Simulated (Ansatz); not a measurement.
# GeH2Cl (SMILES [Cl][GeH2]) at 6 levels

Aim: a comparison of 6 runs (UHF/STO-3G, UBHLYP/STO-3G, USVWN5/STO-3G, UCCSDT/STO-3G, UCCSD/STO-3G, UCCSD(T)/STO-3G) of GeH2Cl. 

The results are computed with Ansatz 0.2.0.

57 further runs of the same task are left out: 6 that didn't finish, 51 set aside as unsound or not needed.

## Step 1: The system as given

GeH2Cl has 4 atoms, charge 0, and is taken as a doublet. As SMILES, `[Cl][GeH2]`. The H3–Ge2 distance was set to 1.933 Å, away from the relaxed value.

Bond lengths: Cl1–Ge2 2.156 Å, Ge2–H4 1.546 Å. Angles: Cl1–Ge2–H4 106.8°. A long bond or contact: Ge2–H3 1.933 Å.

## Step 2: The energy at UHF/STO-3G (run 1)

molecule.yaml reads:

```yaml
crystal:
  periodic: [false, false, false]
  atoms:
    - symbol: Cl
      position_ang: [-1.554399, 0.127510, 1.336679]
    - symbol: Ge
      position_ang: [0.115201, -0.628790, 0.201579]
    - symbol: H
      position_ang: [0.072700, 0.259600, -1.514200]
    - symbol: H
      position_ang: [1.391901, -0.291390, 1.005479]
basis:
  gaussian:
    orbitals: STO-3G
total_charge: 0
magnetization:
  spin_polarized: true
  initial_magnetization: 1
hamiltonian:
  xc: hf
accuracy: high
```

Command:

```
$ ansatz run molecule.yaml --threads 1 --pin off --max-ram 2610MiB --events-out events.jsonl --progress --plain --runs-dir runs
```

The program printed:

```text
Warning: RAYON_NUM_THREADS=1 ignored (pool sized by the plan → 1); use --threads N
Functional definition: HF
  name "HF"
  exchange = exact_x
  correlation = 0
423 factors; integrals over basis functions are off by at most 1.0e-8 eV
mean field evaluation 1: about -68230.0260 eV, gradient 8.1e0 eV
mean field evaluation 2: about -68230.0541 eV, gradient 8.1e0 eV
mean field evaluation 4: about -68231.1044 eV, gradient 9.0e-1 eV
mean field evaluation 8: about -68231.1271 eV, gradient 1.2e-2 eV
mean field evaluation 16: about -68217.4277 eV, gradient 1.6e1 eV
mean field evaluation 32: about -68230.4414 eV, gradient 3.1e0 eV
mean field -68231.12706624 eV, -2507.4476709653 hartree, gradient 1.8e-8 eV, S^2 0.763950; 0 other end points of the search recorded, 0 dependent functions left out
reference -68231.12706624 eV, -2507.4476709653 hartree; 26, 25 occupied and 3, 4 virtual orbitals, 423 factors
Total energy: -68231.12706624 eV, -2507.4476709653 hartree
```

Wall time 0.38 s (1 thread of Arm Neoverse V1, shared host).

## Step 3: The energy at UBHLYP/STO-3G (run 2)

job.yaml reads:

```yaml
crystal:
  periodic: [false, false, false]
  atoms:
    - {symbol: Cl, position_ang: [-1.554399, 0.127510, 1.336679]}
    - {symbol: Ge, position_ang: [0.115201, -0.628790, 0.201579]}
    - {symbol: H, position_ang: [0.072700, 0.259600, -1.514200]}
    - {symbol: H, position_ang: [1.391901, -0.291390, 1.005479]}
basis:
  gaussian:
    orbitals: STO-3G
hamiltonian:
  xc: {name: BHLYP}
accuracy: high
magnetization:
  spin_polarized: true
  initial_magnetization: 1
```

Command:

```
$ ansatz run job.yaml --threads 1 --pin off --max-ram 2610MiB --events-out events.jsonl --progress --plain --runs-dir runs
```

The program printed:

```text
Warning: RAYON_NUM_THREADS=1 ignored (pool sized by the plan → 1); use --threads N
Functional definition: BHLYP
  name "BHLYP"
  parameter a = 0.5
  exchange = (1 - a)*b88_x + a*exact_x
  correlation = lyp_c
423 factors; integrals over basis functions are off by at most 1.0e-8 eV
mean field evaluation 1: about -68284.8524 eV, gradient 9.1e0 eV
mean field evaluation 2: about -68285.6942 eV, gradient 4.8e0 eV
mean field evaluation 4: about -68285.9473 eV, gradient 1.3e-1 eV
mean field evaluation 8: about -68285.9434 eV, gradient 7.6e-3 eV
mean field evaluation 16: about -68285.9434 eV, gradient 8.4e-6 eV
mean field -68285.94336909 eV, -2509.4621329392 hartree, gradient 2.9e-8 eV, S^2 0.755185; 0 other end points of the search recorded, 0 dependent functions left out
reference -68285.94338746 eV, -2509.4621336142 hartree; 26, 25 occupied and 3, 4 virtual orbitals, 423 factors
Total energy: -68285.94338746 eV, -2509.4621336142 hartree
```

Run time: 2.7 s. Hardware: 1 thread of Arm Neoverse V1, shared host; peak memory 0.14 GiB.

Runs 3 to 4 aren't shown in full; the table further down has their settings and results.

## Step 4: The energy at UCCSD/STO-3G (run 5)

job.yaml reads:

```yaml
basis:
  gaussian:
    orbitals: STO-3G
crystal:
  periodic: [false, false, false]
  atoms:
    - {symbol: Cl, position_ang: [-1.554399, 0.127510, 1.336679]}
    - {symbol: Ge, position_ang: [0.115201, -0.628790, 0.201579]}
    - {symbol: H, position_ang: [0.072700, 0.259600, -1.514200]}
    - {symbol: H, position_ang: [1.391901, -0.291390, 1.005479]}
magnetization:
  spin_polarized: true
  initial_magnetization: 1
correlation:
  method: ccsd
  frozen_orbitals: {Cl: 5, Ge: 9, H: 0}
accuracy: high
scf:
  omitted_lower_state_checks: [cluster_reference, increment]
```

Command:

```
$ ansatz run job.yaml --threads 1 --pin off --max-ram 2610MiB --events-out events.jsonl --progress --plain --runs-dir runs
```

The program printed:

```text
Warning: RAYON_NUM_THREADS=1 ignored (pool sized by the plan → 1); use --threads N
[... 12 lines left out ...]
14 core orbitals not correlated: weight in the atoms' cores, before any rotation towards them, 1.000 or more for the frozen orbitals, at most 0.000 for the correlated occupied ones
[... 26 lines left out ...]
Total energy: -68232.83311443 eV, -2507.5103670800 hartree
Checks for a lower state left out: cluster_reference, increment
```

It took 0.6 s on 1 thread of Arm Neoverse V1, shared host.

## Step 5: A single-point energy at UCCSD(T)/STO-3G (run 6)

input.yaml reads:

```yaml
crystal:
  periodic: [false, false, false]
  atoms:
    - symbol: Cl
      position_ang: [-1.554399, 0.127510, 1.336679]
    - symbol: Ge
      position_ang: [0.115201, -0.628790, 0.201579]
    - symbol: H
      position_ang: [0.072700, 0.259600, -1.514200]
    - symbol: H
      position_ang: [1.391901, -0.291390, 1.005479]
basis:
  gaussian: {orbitals: STO-3G}
magnetization: {spin_polarized: true, initial_magnetization: 1}
correlation: {method: ccsd_t, frozen_orbitals: {Cl: 5, Ge: 9, H: 0}}
accuracy: high
scf: {omitted_lower_state_checks: [cluster_reference, increment]}
```

Command:

```
$ ansatz run input.yaml --threads 1 --pin off --max-ram 2610MiB --events-out events.jsonl --progress --plain --runs-dir runs
```

The program printed:

```text
Warning: RAYON_NUM_THREADS=1 ignored (pool sized by the plan → 1); use --threads N
[... 12 lines left out ...]
14 core orbitals not correlated: weight in the atoms' cores, before any rotation towards them, 1.000 or more for the frozen orbitals, at most 0.000 for the correlated occupied ones
[... 27 lines left out ...]
Total energy: -68232.86149443 eV, -2507.5114100256 hartree
Checks for a lower state left out: cluster_reference, increment
```

Wall time 0.62 s (1 thread of Arm Neoverse V1, shared host).

## Step 6: All runs side by side

| run | level | frozen core orbitals | energy (Eh) | ⟨S²⟩ | wall time |
| --- | --- | --- | --- | --- | --- |
| 1 | UHF/STO-3G | – | -2507.447671 | 0.764 | 0.38 s |
| 2 | UBHLYP/STO-3G | – | -2509.462134 | 0.755 | 2.7 s |
| 3 | USVWN5/STO-3G | – | -2504.454968 | 0.751 | 1.5 s |
| 4 | UCCSDT/STO-3G | 14 | -2507.511880 | 0.764 | 1.6 s |
| 5 | UCCSD/STO-3G | 14 | -2507.510367 | 0.764 | 0.6 s |
| 6 | UCCSD(T)/STO-3G | 14 | -2507.511410 | 0.764 | 0.62 s |

## Step 7: Outcome

```
                                           quantity           value
                                run 6: total energy  -2507.51141 Eh
run 6: correlation energy (14 core orbitals frozen)       -63.7 mEh
                              run 6: (T) correction       -1.04 mEh
           run 6: ⟨S²⟩ of the reference determinant           0.764
                               run 6: T1 diagnostic           0.011
```

Below the UHF energy at the same shape and in the same basis (STO-3G): UCCSDT -64.2 mEh; UCCSD -62.7 mEh; UCCSD(T) -63.7 mEh. Totals of different functionals can't be ranked against each other. In runs 1, 2, 3, 4, 5, 6 the basis is minimal, so the values are rough. All runs together took 7.3 s, the longest 2.7 s.
